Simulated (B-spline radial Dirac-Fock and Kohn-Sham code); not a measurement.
# Tl¹⁵⁺: core levels and X-ray properties

What does theory give for Tl¹⁵⁺? The session works out its X-ray form factor and Compton profile and the binding energy of each subshell.

Method: a free atom or ion on a radial basis; each step names its model; computed with B-spline radial Dirac-Fock and Kohn-Sham code, version 2.

## (1) The atom as given

The Tl¹⁵⁺ ion, [Kr] 4d10 4f14 5s2 5p4.

```
nuclear charge     : 81
electrons          : 66
mass number        : 205
nuclear rms radius : 5.4759 fm
```

## (2) Scattering by the electron cloud

Model: Dirac-Fock average of configuration, finite nucleus; form factor of the spherical density, Waller-Hartree incoherent function, impulse-approximation Compton profiles.

Settings, as recorded:

```ini
task = scatter
Z = 81
charge = 15
configuration = 1s2 2s2 2p6 3s2 3p6 3d10 4s2 4p6 4d10 4f14 5s2 5p4
mass_number = 205
rms_radius = 5.4759  # fm
s = [0.0, 0.05, 0.1, 0.15, 0.2, 0.25, 0.3, 0.35, 0.4, 0.45, 0.5, 0.6, 0.7, 0.8, 0.9, 1.0, 1.1, 1.2, 1.4, 1.6, 1.8, 2.0, 2.5, 3.0, 3.5, 4.0, 5.0, 6.0]  # 1/A
pz = [0, 0.1, 0.14, 0.19, 0.26, 0.35, 0.48, 0.66, 0.9, 1.2, 1.7, 2.3, 3.1, 4.3, 5.9, 8.0, 11.0, 15.0, 21.0, 28.0, 38.0]  # a.u.
photon_energy = [1000, 2000, 8047.8, 10000, 50000, 100000, 200000, 1000000]  # eV
```

Main fields of the result record, rounded:

```text
{
  "status": "converged",
  "form_factor [e]": [66.0, 65.763, 65.061, 63.928, 62.41, 60.57, 58.476, 56.202, 53.814, 51.374, 48.936, 44.22, 39.878, 35.989, 32.556, 29.547, 26.922, 24.647, 21.017, 18.405, 16.535, 15.14, 12.516, 10.222, 8.2506, 6.7849, 5.1735, 4.3803],
  "incoherent": [3.5317e-11, 0.21794, 0.8509, 1.8413, 3.1076, 4.5611, 6.1206, 7.7219, 9.3206, 10.89, 12.417, 15.317, 18.005, 20.486, 22.779, 24.913, 26.914, 28.801, 32.292, 35.479, 38.399, 41.032, 46.257, 49.867, 52.492, 54.534, 57.54, 59.608],
  "compton_total [1/a.u.]": [4.701, 4.698, 4.6951, 4.6902, 4.6807, 4.6643, 4.632, 4.571, 4.4618, 4.2873, 3.9411, 3.5338, 3.1217, 2.6452, 1.9737, 1.2774, 0.76107, 0.43995, 0.22073, 0.11316, 0.051408],
  "shells": ["1s1/2", "2s1/2", "2p1/2", "2p3/2", "3s1/2", "3p1/2", "3p3/2", "3d3/2", "3d5/2", "4s1/2", "4p1/2", "4p3/2", "4d3/2", "4d5/2", "4f5/2", "4f7/2", "5s1/2", "5p1/2", "5p3/2"],
  "occupation": [2.0, 2.0, 2.0, 4.0, 2.0, 2.0, 4.0, 4.0, 6.0, 2.0, 2.0, 4.0, 4.0, 6.0, 6.0, 8.0, 2.0, 1.3333, 2.6667],
  "mean_momentum [a.u.]": [88.765, 31.681, 41.538, 35.633, 15.939, 19.004, 17.233, 20.725, 20.131, 8.3166, 9.3391, 8.5966, 9.5739, 9.3275, 9.8815, 9.7606, 4.0991, 4.4438, 4.1732],
  "r2 [bohr^2]": 12.93,
  "r_inverse [1/bohr]": 620.82,
  "r1 [bohr]": 22.836,
  "coherent [b]": [2870.9, 2793.2, 1845.9, 1565.6, 213.15, 69.571, 20.484, 0.97827],
  "incoherent_cross_section [b]": [0.18636, 0.71027, 6.4695, 8.252, 24.162, 26.445, 24.431, 13.771],
  "radial_jk": {
    "5p": {"j0": [1.0, 0.98331, 0.93463, 0.85792, 0.75927, 0.6461, 0.52638, 0.40773, 0.29681, 0.19872, 0.11681, 0.0062535, -0.039576, -0.039844, -0.016989, 0.010869, 0.032831, 0.044666, 0.041543, 0.02205, 0.0047998, -0.0036011, 0.001416, 0.0094494, 0.0088278, 0.0046928, 4.8988e-05, 0.00079621], "j2": [0.0, 0.0066554, 0.025834, 0.05529, 0.091646, 0.13087, 0.16881, 0.20171, 0.22664, 0.24173, 0.24625, 0.22589, 0.17742, 0.11814, 0.063339, 0.022265, -0.0022283, -0.01195, -0.004129, 0.013499, 0.023875, 0.024422, 0.0079688, -0.001322, -0.00012517, 0.0033555, 0.0048356, 0.00213], "r2": 0.91212, "r4": 1.1562, "r6": 1.8973}
  }
}
```

Form factor and incoherent function, every second point:

```csv
s (1/Å),f (e),f / N,S(s)
0,66.00,1.000,0
0.100,65.06,0.986,0.8509
0.200,62.41,0.946,3.108
0.300,58.48,0.886,6.121
0.400,53.81,0.815,9.321
0.500,48.94,0.741,12.42
0.700,39.88,0.604,18.01
0.900,32.56,0.493,22.78
1.10,26.92,0.408,26.91
1.40,21.02,0.318,32.29
1.80,16.53,0.251,38.40
2.50,12.52,0.190,46.26
3.50,8.251,0.125,52.49
5.00,5.173,0.078,57.54
```

## (3) Binding energies

Model: Dirac-Fock average of configuration, Delta-SCF, finite nucleus, first-order Breit with its frequency dependence, self-energy and vacuum polarisation.

Recorded inputs:

```ini
task = binding
```

Main fields of the result record, rounded:

```text
{
  "status": "converged",
  "shells": ["K", "L1", "L2", "L3", "M1", "M2", "M3", "M4", "M5", "N1", "N2", "N3", "N4", "N5", "N6", "N7", "O1", "O2,3"],
  "total_energy_parts [Ha]": [-20201.489, 26.4587425, -2.80291896, -0.528970694, 19.967102, -3.98442207],
  "koopmans [eV]": [86417.0, 15792.4, 15142.6, 13073.3, 4072.93, 3781.74, 3315.26, 2841.42, 2742.67, 1181.17, 1054.32, 939.07, 732.121, 710.285, 442.052, 437.192, 427.766, 362.977],
  "dirac_coulomb [eV]": [86331.3, 15744.1, 15089.5, 13024.1, 4048.8, 3756.41, 3292.04, 2815.19, 2717.19, 1174.16, 1047.34, "-", 726.18, 704.687, 436.351, 431.673, 427.077, 362.424],
  "gaunt [eV]": [-342.151, -38.9883, -66.5772, -44.5665, -7.33323, -12.7447, -8.18486, -5.67237, -3.92002, -1.65194, -2.86017, "-", -0.913349, -0.527552, 0.0427481, 0.205208, -0.400118, -0.46881],
  "retardation [eV]": [25.5884, 3.40254, 6.99452, 7.00252, 0.650061, 1.32259, 1.33082, 0.594495, 0.576547, 0.165307, 0.317813, "-", 0.103991, 0.100888, -0.0282151, -0.0275912, 0.0419848, 0.0733058],
  "breit_frequency [eV]": [6.459, -0.537292, -0.101107, 2.86808, -0.142566, -0.178235, 0.588939, -0.0561756, 0.00860051, -0.0387653, -0.0533504, "-", -0.018033, -0.00240571, -0.01082, -0.00889287, -0.0102947, 0.0171053],
  "self_energy [eV]": [-207.466, -31.3244, -1.07495, -2.58178, -7.28464, -0.409076, -0.653868, 0.50861, 0.244843, -1.82926, -0.0687056, "-", 0.137902, 0.0795391, 0.105584, 0.086332, -0.435474, -0.0164535],
  "vacuum_polarisation [eV]": [43.7011, 6.24145, 0.421785, -0.210129, 1.42049, 0.103388, -0.0614379, -0.06827, -0.0645574, 0.358394, 0.0220324, "-", -0.0198051, -0.0188493, -0.0138901, -0.0135857, 0.0856509, -0.00286983],
  "binding [eV]": [85857.5, 15682.9, 15029.2, 12986.6, 4036.11, 3744.51, 3285.06, 2810.49, 2714.03, 1171.16, 1044.7, "-", 725.47, 704.319, 436.447, 431.914, 426.359, 362.026],
  "mean_radius [bohr]": [0.0163195, 0.0680294, 0.0559576, 0.0647094, 0.176618, 0.167285, 0.183172, 0.159543, 0.164383, 0.390631, 0.392927, 0.425025, 0.430053, 0.440586, 0.44998, 0.455641, 0.829188, 0.923811]
}
```

total_energy_parts: Dirac-Coulomb, Gaunt, retardation, frequency dependence, self-energy, vacuum polarisation. Blank entries are hole states that did not converge, or in which two open shells of one symmetry are about equally filled, where the average of configuration falls too low.

Each level as Koopmans' value plus corrections (eV):

```csv
level,-ε,relaxation,Breit,QED,binding
1s,86417.0,-85.65,-310.10,-163.77,85857.5
2s,15792.4,-48.25,-36.12,-25.08,15682.9
2p1/2,15142.6,-53.14,-59.68,-0.65,15029.2
2p3/2,13073.3,-49.17,-34.70,-2.79,12986.6
3s,4072.9,-24.13,-6.83,-5.86,4036.1
3p1/2,3781.7,-25.33,-11.60,-0.31,3744.5
3p3/2,3315.3,-23.22,-6.27,-0.72,3285.1
3d3/2,2841.4,-26.23,-5.13,0.44,2810.5
3d5/2,2742.7,-25.49,-3.33,0.18,2714.0
4s,1181.2,-7.01,-1.53,-1.47,1171.2
4p1/2,1054.3,-6.98,-2.60,-0.05,1044.7
4d3/2,732.1,-5.94,-0.83,0.12,725.5
4d5/2,710.3,-5.60,-0.43,0.06,704.3
4f5/2,442.1,-5.70,0.00,0.09,436.4
4f7/2,437.2,-5.52,0.17,0.07,431.9
5s,427.8,-0.69,-0.37,-0.35,426.4
5p,363.0,-0.55,-0.38,-0.02,362.0
```

Line energies follow by subtraction:

```csv
line,energy (eV)
Kβ2'' (K-N2),84812.8
Kβ1 (K-M3),82572.4
Kβ3 (K-M2),82113.0
Kα1 (K-L3),72870.8
Kα2 (K-L2),70828.3
Lγ2 (L1-N2),14638.2
Lγ1 (L2-N4),14303.7
Lγ5 (L2-N1),13858.0
Lβ7 (L3-O1),12560.3
Lβ3 (L1-M3),12397.9
Lβ2 (L3-N5),12282.3
Lβ15 (L3-N4),12261.2
Lβ1 (L2-M4),12218.7
Lβ4 (L1-M2),11938.4
```

## (4) Results

| quantity | value |
| --- | --- |
| rms radius of the electron cloud | 0.443 bohr |
| form factor halves at | 0.89 1/Å |
| Compton profile at zero | 4.701 1/a.u. |
| deepest level listed, K (1s) | 85857.5 eV |
| least bound, O2,3 (5p) | 362.0 eV |
| Kα1 | 72870.8 eV |
| ionisation energy, NIST (theoretical) | 366.000 eV |

The form factor starts at the 66 electrons and halves by s = 0.89 1/Å. Incoherent scattering outweighs coherent from 200 keV on, among the energies asked. The K (1s) level lies 85.6 eV under Koopmans' value by relaxation alone; Breit gives -310.10 and QED -163.77 eV. NIST's ionisation energy differs by +3.97 eV from the least binding energy, within its stated uncertainty. The Hartree-Fock and Dirac-Fock values hold no electron correlation.
